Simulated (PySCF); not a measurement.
**C7H9Cl: electronic excitations**

Wanted: the electronic excitations of C7H9Cl (`CCC1=CC(Cl)=CC1`), by calculation.

Computed with PySCF 2.14.0, with density-fitted response routines of our own, on a single molecule in the gas phase. Atoms are numbered from 0 throughout.

### 1 The starting structure

17 atoms, charge 0, multiplicity 1; geometry from: GFN2-xTB.

Bonds of the start (Å): C0–C1 1.53, C1–C2 1.49, C2–C3 1.34, C3–C4 1.45, C4–Cl5 1.72, C4–C6 1.34, C6–C7 1.49, C7–C2 1.50, C0–H8 1.09, C0–H9 1.09, C0–H10 1.09, C1–H11 1.09, C1–H12 1.09, C3–H13 1.07, C6–H14 1.07, C7–H15 1.09, C7–H16 1.09.

### 2 Ultraviolet spectrum: CAM-B3LYP/def2-SVPD

Job settings and geometry (Å):

```
{"job": {"kind": "uv", "xc": "CAM-B3LYP", "basis": "def2-SVPD", "nstates": 8, "ntriplets": 3}, "charge": 0, "multiplicity": 1}
C     -2.292601     0.313104    -0.376992
C     -1.379622    -0.671782     0.358339
C      0.051506    -0.259877     0.282710
C      0.820775     0.235715     1.265291
C      2.139890     0.508932     0.734377
Cl     3.409297     1.152738     1.691578
C      2.196700     0.187932    -0.566139
C      0.859806    -0.334584    -0.979712
H     -2.060541     0.335445    -1.438793
H     -3.332978     0.020704    -0.259506
H     -2.165721     1.314599     0.026301
H     -1.500394    -1.664992    -0.082481
H     -1.679397    -0.726223     1.406384
H      0.541242     0.409670     2.287459
H      3.035159     0.278423    -1.229085
H      0.425022     0.270909    -1.777108
H      0.924860    -1.358682    -1.352534
```

With the program's defaults for keys left out, this is: TDDFT CAM-B3LYP/def2-SVPD, vertical, gas phase, core orbitals frozen in the response.

Command:

```
OMP_NUM_THREADS=1 python probes_run.py task.json out
```

This one command runs all jobs of the session in turn.

Log:

```text
coarse grid: 14808 points
cycle   1  E = -731.7177842419  dE =  1.403e+00  |g| = 3.529e-01  |ddm| = 1.031e+01
cycle   2  E = -731.7336818170  dE = -1.590e-02  |g| = 3.014e-01  |ddm| = 1.822e+00
cycle   3  E = -731.7539239543  dE = -2.024e-02  |g| = 6.684e-02  |ddm| = 8.859e-01
cycle   4  E = -731.7548389116  dE = -9.150e-04  |g| = 3.526e-02  |ddm| = 2.660e-01
cycle   5  E = -731.7551569740  dE = -3.181e-04  |g| = 5.898e-03  |ddm| = 1.056e-01
cycle   6  E = -731.7551658179  dE = -8.844e-06  |g| = 1.654e-03  |ddm| = 2.136e-02
final grid: 138552 points
cycle   7  E = -731.8609352965  dE = -4.033e-05  |g| = 4.121e-03  |ddm| = 1.451e-01
cycle   8  E = -731.8609356122  dE = -3.157e-07  |g| = 4.026e-03  |ddm| = 2.324e-02
cycle   9  E = -731.8609396208  dE = -4.009e-06  |g| = 4.882e-04  |ddm| = 9.319e-03
cycle  10  E = -731.8609396690  dE = -4.821e-08  |g| = 2.339e-04  |ddm| = 1.874e-03
cycle  11  E = -731.8609396840  dE = -1.506e-08  |g| = 4.880e-05  |ddm| = 7.228e-04
cycle  12  E = -731.8609396847  dE = -6.562e-10  |g| = 1.812e-05  |ddm| = 1.588e-04
converged SCF energy = -731.8609396847

Static polarisability (au): isotropic 94.170, principal 68.631 91.361 122.519

Singlet excitations
state   eV       nm        f      main configurations
  1   4.9660    249.7   0.10097   H->L 0.98
  2   6.1161    202.7   0.00146   H->L+1 0.77, H->L+3 0.17
  3   6.4581    192.0   0.00114   H->L+2 0.66
  4   6.6413    186.7   0.04992   H-1->L 0.63, H->L+6 0.15
  5   6.8651    180.6   0.02863   H->L+3 0.59, H->L+1 0.12
  6   7.0587    175.6   0.01306   H->L+4 0.44, H->L+5 0.34, H->L+2 0.11
  7   7.0858    175.0   0.00476   H-2->L 0.91
  8   7.1871    172.5   0.18478   H->L+5 0.44, H->L+4 0.23, H-1->L 0.16

Triplet excitations (Tamm-Dancoff, eV): 3.0378 4.8225 6.0089
```

Run time: 91 s. Hardware: 1 thread, shared host.

Frontier orbitals and where they lie:

```
orbital      eV                       atoms
 HOMO−3  -11.03  C1 22 %, C7 14 %, H12 13 %
 HOMO−2  -10.11   Cl5 72 %, C4 10 %, C3 6 %
 HOMO−1   -9.45  Cl5 32 %, C3 21 %, C4 14 %
   HOMO   -7.56   C6 27 %, C2 19 %, C4 16 %
   LUMO    0.37   C2 18 %, C6 17 %, C4 16 %
 LUMO+1    1.28   C0 16 %, C7 10 %, C1 10 %
 LUMO+2    1.80   Cl5 67 %, C4 13 %, C3 6 %
```

With each of the 8 states as a Gaussian band of 0.4 eV half-width at 1/e, the curve within the window shown has maxima at 250 nm (ε 4,100), 174 nm (ε 9,200) L/(mol cm). Beyond the last state computed it falls off for lack of states. The curve at chosen wavelengths:

```tsv
nm	ε (L/mol/cm)
166	4628
171	8339
175	9221
180	7615
185	5208
190	3226
194	2020
199	980
204	415
208	202
213	113
218	173
223	430
227	832
232	1602
237	2555
242	3443
246	3919
251	4080
256	3763
260	3263
265	2503
270	1761
275	1148
279	776
284	450
```

Further results of this job:

```
           property  computed
  dipole moment (D)      2.58
polarisability (Å³)     13.95
 HOMO–LUMO gap (eV)      7.93
      −ε(HOMO) (eV)      7.56
```

### 3 Results

```
                                quantity                        value
    lowest singlet (CAM-B3LYP/def2-SVPD)  4.97 eV (250 nm), f = 0.101
brightest single state of those computed  state 8, 7.19 eV, f = 0.185
                          lowest triplet                      3.04 eV
```

What this shows: The first singlet state (HOMO→LUMO 0.98) lies at 4.97 eV and is bright; of the 8 states computed, the strongest absorption comes from state 8 at 7.19 eV (the last computed, so partners may be missing). The lowest triplet lies 1.93 eV below the lowest singlet (triplets in Tamm-Dancoff, singlets in full TDDFT).
